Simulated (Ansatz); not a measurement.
Born–Oppenheimer molecular dynamics of a periodic cell of 28 atoms, MnAg2O4 (host MnAg2O4, host structure Pnma). It goes on from the last frame of an earlier run, with new velocities.

All numbers below come from Ansatz 0.2.0, DFT PBE-D3(BJ), scalar-relativistic, plane waves, PAW. Settings: cutoff 420 eV, k mesh 1x1x2, fermi-dirac smearing 0.05 eV, spin collinear.

```json
{
 "ensemble": "NVE (velocity Verlet)",
 "time step": "1 fs",
 "steps asked": "80",
 "starting velocities drawn for": "2400 K",
 "seed": "595778"
}
```

Frames 1 fs apart, positions in Å, forces in eV/Å.

Velocities at 30 fs (Å/ps):

```
Mn 6.50 2.50 5.21
Mn -3.76 -3.47 -8.25
Mn 4.43 3.22 -1.00
Mn 7.48 -2.42 7.18
Ag 2.74 -0.51 -4.65
Ag -0.34 -6.57 -0.14
Ag 0.47 -0.51 7.05
Ag -3.43 4.19 -0.44
Ag 1.04 -1.33 -4.73
Ag -6.13 1.41 1.13
Ag 0.57 5.25 -2.78
Ag -6.11 -0.86 2.18
O 6.03 6.40 6.91
O 6.02 16.77 -14.75
O -14.41 4.03 16.83
O -0.13 5.10 -7.65
O 14.31 -12.45 -12.29
O -11.75 -5.49 -2.76
O 9.48 0.21 16.42
O -12.85 -3.10 11.19
O -0.14 1.28 -4.30
O 24.51 -14.67 -4.18
O -3.62 8.16 -6.06
O -0.34 -4.09 -3.82
O -2.59 -6.66 -10.22
O -3.56 -4.63 2.69
O 8.57 -5.04 6.32
O 5.54 7.51 10.95
```

```xyz
28
Lattice="10.0980 0.0000 0.0000 0.0000 7.0589 0.0000 0.0000 0.0000 5.5287" Properties=species:S:1:pos:R:3:forces:R:3 time_fs=30 energy_less_start_eV=2.393 T=1716
Mn 3.289 1.774 0.046 1.31 -1.07 0.38
Mn 1.622 5.272 2.762 -0.12 -0.40 -0.66
Mn 8.321 1.576 2.515 -0.32 3.10 0.70
Mn 7.013 5.244 5.617 0.45 0.26 -2.21
Ag 6.752 1.580 -0.146 -0.18 0.23 0.23
Ag 8.692 5.154 2.654 -0.33 -0.29 0.57
Ag 1.327 1.484 2.911 -0.19 1.39 -1.04
Ag 3.491 5.654 5.632 0.02 -0.38 -0.19
Ag 5.184 3.462 2.772 -0.40 0.33 -0.03
Ag 0.055 3.717 -0.198 -0.73 -0.22 0.82
Ag -0.092 0.353 -0.149 -0.04 -0.47 0.38
Ag 4.834 0.004 3.202 0.09 0.14 0.15
O 8.817 1.825 4.124 0.07 -0.35 -0.62
O 6.504 5.155 1.716 0.27 -0.01 -1.53
O 3.260 1.872 3.751 1.76 0.19 2.73
O 1.344 5.187 1.085 -0.22 0.53 1.18
O 6.685 1.908 2.492 -0.52 -1.91 -0.08
O 8.606 5.731 5.053 -0.31 -1.26 0.84
O 1.705 1.524 0.367 -1.58 -0.64 0.59
O 3.210 5.283 2.973 1.83 -0.41 0.40
O 8.628 3.146 1.783 1.61 -1.37 -0.63
O 6.838 3.801 4.684 -0.68 0.88 1.31
O 4.392 0.161 1.169 -1.38 2.21 -2.01
O 1.208 6.641 3.667 -0.77 -1.42 -0.41
O 1.106 3.867 3.492 -0.29 -0.06 -0.44
O 3.519 3.020 1.104 0.96 0.53 -1.28
O 6.317 6.546 4.702 -0.39 -0.58 0.85
O 8.815 0.112 1.851 0.09 1.05 0.01
28
Lattice="10.0980 0.0000 0.0000 0.0000 7.0589 0.0000 0.0000 0.0000 5.5287" Properties=species:S:1:pos:R:3:forces:R:3 time_fs=31 energy_less_start_eV=2.342 T=1730
Mn 3.296 1.777 0.051 1.23 -1.30 0.38
Mn 1.618 5.268 2.754 -0.27 -0.39 -0.55
Mn 8.325 1.580 2.514 -0.08 3.14 0.89
Mn 7.021 5.242 5.623 0.40 0.11 -2.76
Ag 6.755 1.580 -0.150 -0.19 0.23 0.22
Ag 8.692 5.147 2.654 -0.30 -0.24 0.60
Ag 1.327 1.483 2.918 -0.22 1.38 -1.08
Ag 3.488 5.658 5.632 0.02 -0.36 -0.21
Ag 5.185 3.461 2.768 -0.34 0.28 0.00
Ag 0.049 3.718 -0.196 -0.69 -0.23 0.75
Ag -0.092 0.359 -0.152 -0.05 -0.48 0.38
Ag 4.828 0.003 3.204 0.12 0.13 0.16
O 8.823 1.831 4.131 0.02 -0.36 -0.77
O 6.511 5.172 1.701 0.13 -0.09 -1.08
O 3.246 1.876 3.769 1.85 0.21 2.63
O 1.344 5.192 1.077 -0.23 0.49 1.12
O 6.699 1.895 2.480 -0.86 -1.79 -0.03
O 8.594 5.726 5.050 0.03 -1.15 0.87
O 1.714 1.524 0.384 -1.63 -0.70 0.58
O 3.198 5.280 2.984 2.09 -0.41 0.38
O 8.628 3.147 1.778 1.64 -1.33 -0.64
O 6.862 3.787 4.680 -0.78 1.01 1.39
O 4.388 0.170 1.162 -1.38 2.23 -1.99
O 1.208 6.636 3.663 -0.84 -1.41 -0.40
O 1.104 3.861 3.481 -0.36 -0.03 -0.39
O 3.515 3.016 1.107 1.05 0.75 -1.11
O 6.325 6.541 4.708 -0.53 -0.54 0.78
O 8.821 0.120 1.861 0.17 0.83 -0.10
28
Lattice="10.0980 0.0000 0.0000 0.0000 7.0589 0.0000 0.0000 0.0000 5.5287" Properties=species:S:1:pos:R:3:forces:R:3 time_fs=32 energy_less_start_eV=2.298 T=1743
Mn 3.302 1.779 0.057 1.13 -1.55 0.42
Mn 1.615 5.264 2.745 -0.37 -0.38 -0.43
Mn 8.330 1.584 2.513 0.17 3.18 1.07
Mn 7.028 5.239 5.630 0.35 -0.03 -3.34
Ag 6.757 1.579 -0.155 -0.19 0.22 0.21
Ag 8.692 5.140 2.654 -0.28 -0.20 0.63
Ag 1.328 1.483 2.925 -0.25 1.36 -1.12
Ag 3.484 5.662 5.631 0.02 -0.35 -0.22
Ag 5.186 3.459 2.763 -0.29 0.24 0.02
Ag 0.043 3.720 -0.195 -0.65 -0.24 0.68
Ag -0.091 0.364 -0.154 -0.06 -0.49 0.39
Ag 4.822 0.002 3.207 0.14 0.11 0.17
O 8.829 1.837 4.137 -0.02 -0.36 -0.89
O 6.517 5.189 1.685 -0.03 -0.16 -0.56
O 3.233 1.880 3.788 1.92 0.24 2.50
O 1.343 5.198 1.071 -0.25 0.46 1.04
O 6.713 1.880 2.467 -1.21 -1.67 0.01
O 8.582 5.719 5.048 0.40 -1.02 0.89
O 1.722 1.524 0.400 -1.65 -0.74 0.56
O 3.187 5.276 2.995 2.31 -0.42 0.35
O 8.630 3.147 1.774 1.67 -1.28 -0.65
O 6.886 3.773 4.677 -0.87 1.11 1.44
O 4.383 0.180 1.154 -1.38 2.26 -1.96
O 1.207 6.631 3.659 -0.91 -1.38 -0.39
O 1.101 3.854 3.471 -0.43 -0.01 -0.35
O 3.513 3.012 1.108 1.12 0.97 -0.94
O 6.334 6.536 4.715 -0.67 -0.48 0.70
O 8.826 0.129 1.872 0.26 0.60 -0.21
28
Lattice="10.0980 0.0000 0.0000 0.0000 7.0589 0.0000 0.0000 0.0000 5.5287" Properties=species:S:1:pos:R:3:forces:R:3 time_fs=33 energy_less_start_eV=2.261 T=1754
Mn 3.309 1.781 0.062 1.00 -1.82 0.48
Mn 1.611 5.261 2.737 -0.41 -0.38 -0.30
Mn 8.334 1.589 2.512 0.41 3.20 1.24
Mn 7.036 5.237 5.636 0.29 -0.17 -3.93
Ag 6.760 1.579 -0.160 -0.19 0.21 0.20
Ag 8.691 5.134 2.654 -0.25 -0.15 0.65
Ag 1.328 1.483 2.932 -0.27 1.33 -1.16
Ag 3.481 5.666 5.631 0.02 -0.33 -0.23
Ag 5.187 3.458 2.758 -0.24 0.20 0.04
Ag 0.037 3.721 -0.194 -0.60 -0.24 0.61
Ag -0.090 0.369 -0.157 -0.05 -0.50 0.39
Ag 4.816 0.001 3.209 0.16 0.10 0.16
O 8.835 1.843 4.143 -0.07 -0.36 -1.00
O 6.523 5.205 1.669 -0.21 -0.22 0.03
O 3.222 1.885 3.809 1.98 0.26 2.34
O 1.343 5.203 1.065 -0.26 0.42 0.94
O 6.726 1.865 2.455 -1.56 -1.54 0.04
O 8.570 5.712 5.047 0.80 -0.88 0.89
O 1.729 1.523 0.418 -1.62 -0.78 0.53
O 3.177 5.273 3.007 2.47 -0.43 0.33
O 8.632 3.146 1.768 1.68 -1.22 -0.65
O 6.909 3.760 4.675 -0.98 1.19 1.48
O 4.377 0.192 1.145 -1.37 2.28 -1.93
O 1.205 6.625 3.655 -0.98 -1.34 -0.37
O 1.097 3.847 3.460 -0.49 0.01 -0.31
O 3.511 3.008 1.109 1.19 1.20 -0.77
O 6.341 6.530 4.723 -0.81 -0.41 0.62
O 8.832 0.137 1.883 0.35 0.38 -0.31
28
Lattice="10.0980 0.0000 0.0000 0.0000 7.0589 0.0000 0.0000 0.0000 5.5287" Properties=species:S:1:pos:R:3:forces:R:3 time_fs=34 energy_less_start_eV=2.229 T=1763
Mn 3.317 1.782 0.068 0.84 -2.09 0.58
Mn 1.607 5.257 2.728 -0.39 -0.39 -0.15
Mn 8.339 1.594 2.512 0.65 3.20 1.38
Mn 7.044 5.235 5.641 0.23 -0.32 -4.52
Ag 6.763 1.579 -0.164 -0.20 0.20 0.20
Ag 8.691 5.127 2.654 -0.23 -0.11 0.67
Ag 1.329 1.483 2.938 -0.27 1.29 -1.19
Ag 3.478 5.670 5.630 0.02 -0.32 -0.24
Ag 5.188 3.457 2.753 -0.20 0.16 0.06
Ag 0.030 3.722 -0.193 -0.56 -0.25 0.55
Ag -0.090 0.374 -0.160 -0.05 -0.51 0.40
Ag 4.810 0.001 3.211 0.17 0.08 0.14
O 8.841 1.849 4.148 -0.10 -0.36 -1.09
O 6.529 5.222 1.652 -0.40 -0.27 0.68
O 3.211 1.889 3.831 2.02 0.29 2.14
O 1.342 5.210 1.060 -0.28 0.39 0.83
O 6.737 1.849 2.443 -1.90 -1.42 0.07
O 8.559 5.704 5.046 1.24 -0.72 0.87
O 1.735 1.522 0.435 -1.57 -0.80 0.50
O 3.169 5.269 3.019 2.58 -0.43 0.29
O 8.635 3.145 1.763 1.68 -1.16 -0.65
O 6.932 3.748 4.674 -1.08 1.24 1.49
O 4.371 0.204 1.135 -1.36 2.30 -1.89
O 1.203 6.617 3.650 -1.04 -1.28 -0.36
O 1.094 3.840 3.449 -0.55 0.03 -0.27
O 3.510 3.006 1.110 1.26 1.42 -0.60
O 6.348 6.524 4.731 -0.94 -0.34 0.52
O 8.838 0.146 1.894 0.43 0.16 -0.41
28
Lattice="10.0980 0.0000 0.0000 0.0000 7.0589 0.0000 0.0000 0.0000 5.5287" Properties=species:S:1:pos:R:3:forces:R:3 time_fs=35 energy_less_start_eV=2.199 T=1772
Mn 3.324 1.784 0.073 0.66 -2.35 0.73
Mn 1.603 5.253 2.720 -0.30 -0.41 0.03
Mn 8.343 1.599 2.512 0.87 3.17 1.49
Mn 7.051 5.232 5.646 0.14 -0.48 -5.10
Ag 6.766 1.578 -0.169 -0.20 0.19 0.20
Ag 8.690 5.120 2.654 -0.20 -0.07 0.69
Ag 1.329 1.483 2.945 -0.27 1.25 -1.21
Ag 3.474 5.674 5.630 0.02 -0.30 -0.25
Ag 5.189 3.456 2.749 -0.16 0.13 0.08
Ag 0.024 3.724 -0.191 -0.51 -0.26 0.49
Ag -0.089 0.379 -0.162 -0.04 -0.51 0.40
Ag 4.804 0.000 3.213 0.18 0.07 0.11
O 8.847 1.854 4.152 -0.14 -0.36 -1.16
O 6.535 5.238 1.637 -0.61 -0.31 1.35
O 3.202 1.894 3.854 2.04 0.31 1.90
O 1.341 5.216 1.054 -0.29 0.35 0.70
O 6.748 1.832 2.430 -2.21 -1.30 0.09
O 8.549 5.696 5.045 1.69 -0.56 0.83
O 1.740 1.520 0.453 -1.48 -0.81 0.47
O 3.162 5.264 3.031 2.61 -0.43 0.26
O 8.640 3.143 1.757 1.67 -1.08 -0.65
O 6.954 3.736 4.674 -1.18 1.27 1.48
O 4.363 0.219 1.124 -1.35 2.32 -1.85
O 1.200 6.610 3.645 -1.11 -1.19 -0.33
O 1.090 3.834 3.438 -0.61 0.04 -0.24
O 3.509 3.004 1.110 1.31 1.63 -0.44
O 6.355 6.518 4.739 -1.08 -0.25 0.42
O 8.845 0.155 1.904 0.52 -0.05 -0.49
28
Lattice="10.0980 0.0000 0.0000 0.0000 7.0589 0.0000 0.0000 0.0000 5.5287" Properties=species:S:1:pos:R:3:forces:R:3 time_fs=36 energy_less_start_eV=2.167 T=1781
Mn 3.331 1.784 0.079 0.46 -2.61 0.94
Mn 1.599 5.250 2.711 -0.15 -0.43 0.22
Mn 8.348 1.606 2.512 1.04 3.13 1.58
Mn 7.059 5.230 5.649 0.03 -0.66 -5.62
Ag 6.768 1.578 -0.173 -0.21 0.17 0.20
Ag 8.690 5.114 2.654 -0.18 -0.03 0.70
Ag 1.329 1.483 2.951 -0.25 1.21 -1.23
Ag 3.471 5.678 5.629 0.02 -0.29 -0.26
Ag 5.190 3.454 2.744 -0.13 0.11 0.10
Ag 0.018 3.725 -0.190 -0.46 -0.27 0.43
Ag -0.089 0.384 -0.165 -0.02 -0.52 0.41
Ag 4.798 -0.001 3.216 0.19 0.06 0.08
O 8.853 1.859 4.156 -0.17 -0.35 -1.21
O 6.540 5.254 1.622 -0.81 -0.33 2.03
O 3.194 1.899 3.879 2.04 0.32 1.61
O 1.340 5.222 1.050 -0.31 0.32 0.56
O 6.758 1.815 2.418 -2.47 -1.18 0.11
O 8.540 5.687 5.045 2.17 -0.39 0.77
O 1.744 1.518 0.471 -1.36 -0.80 0.43
O 3.157 5.260 3.043 2.58 -0.43 0.21
O 8.645 3.140 1.750 1.65 -1.01 -0.64
O 6.975 3.725 4.674 -1.28 1.29 1.46
O 4.355 0.234 1.111 -1.33 2.33 -1.81
O 1.197 6.601 3.640 -1.17 -1.10 -0.31
O 1.086 3.827 3.427 -0.66 0.06 -0.20
O 3.509 3.003 1.110 1.36 1.82 -0.30
O 6.361 6.511 4.747 -1.20 -0.17 0.30
O 8.851 0.164 1.914 0.60 -0.24 -0.57
28
Lattice="10.0980 0.0000 0.0000 0.0000 7.0589 0.0000 0.0000 0.0000 5.5287" Properties=species:S:1:pos:R:3:forces:R:3 time_fs=37 energy_less_start_eV=2.127 T=1792
Mn 3.339 1.785 0.085 0.26 -2.84 1.22
Mn 1.595 5.246 2.703 0.05 -0.47 0.42
Mn 8.353 1.613 2.512 1.16 3.06 1.65
Mn 7.067 5.227 5.652 -0.11 -0.84 -6.06
Ag 6.771 1.577 -0.178 -0.21 0.15 0.21
Ag 8.689 5.107 2.654 -0.16 0.01 0.71
Ag 1.329 1.483 2.958 -0.23 1.16 -1.25
Ag 3.467 5.682 5.628 0.02 -0.29 -0.27
Ag 5.191 3.453 2.739 -0.11 0.09 0.11
Ag 0.011 3.726 -0.188 -0.41 -0.28 0.38
Ag -0.088 0.389 -0.168 -0.01 -0.53 0.42
Ag 4.792 -0.002 3.218 0.19 0.04 0.04
O 8.858 1.864 4.159 -0.19 -0.35 -1.25
O 6.545 5.270 1.608 -0.99 -0.34 2.67
O 3.188 1.904 3.905 2.02 0.34 1.28
O 1.339 5.229 1.046 -0.32 0.29 0.41
O 6.766 1.796 2.406 -2.67 -1.07 0.13
O 8.531 5.679 5.046 2.64 -0.21 0.69
O 1.748 1.515 0.490 -1.22 -0.79 0.39
O 3.154 5.255 3.056 2.50 -0.43 0.15
O 8.652 3.136 1.743 1.62 -0.92 -0.63
O 6.996 3.715 4.676 -1.38 1.30 1.43
O 4.346 0.252 1.098 -1.30 2.33 -1.77
O 1.192 6.592 3.635 -1.22 -0.99 -0.28
O 1.082 3.820 3.415 -0.70 0.07 -0.18
O 3.510 3.003 1.110 1.39 1.99 -0.17
O 6.367 6.505 4.756 -1.32 -0.08 0.18
O 8.858 0.173 1.924 0.68 -0.41 -0.63
```

Of the whole run (80 fs, mean temperature of the second half 1783 K): The conserved energy stayed within 0.42 meV per atom of its start (net change 0.14 meV per atom), so the integration is sound. A run of 0.08 ps of so small a system gives no equilibrium averages. No Hubbard correction was used and the magnetic state wasn't searched. Limits of this set-up: coarse k mesh.

Time of the run: 25 min on 2 threads of Intel(R) Xeon(R) Platinum 8259CL CPU @ 2.50GHz (Skylake/Cascade Lake), with other jobs on the host, peak memory 1.1 GiB.
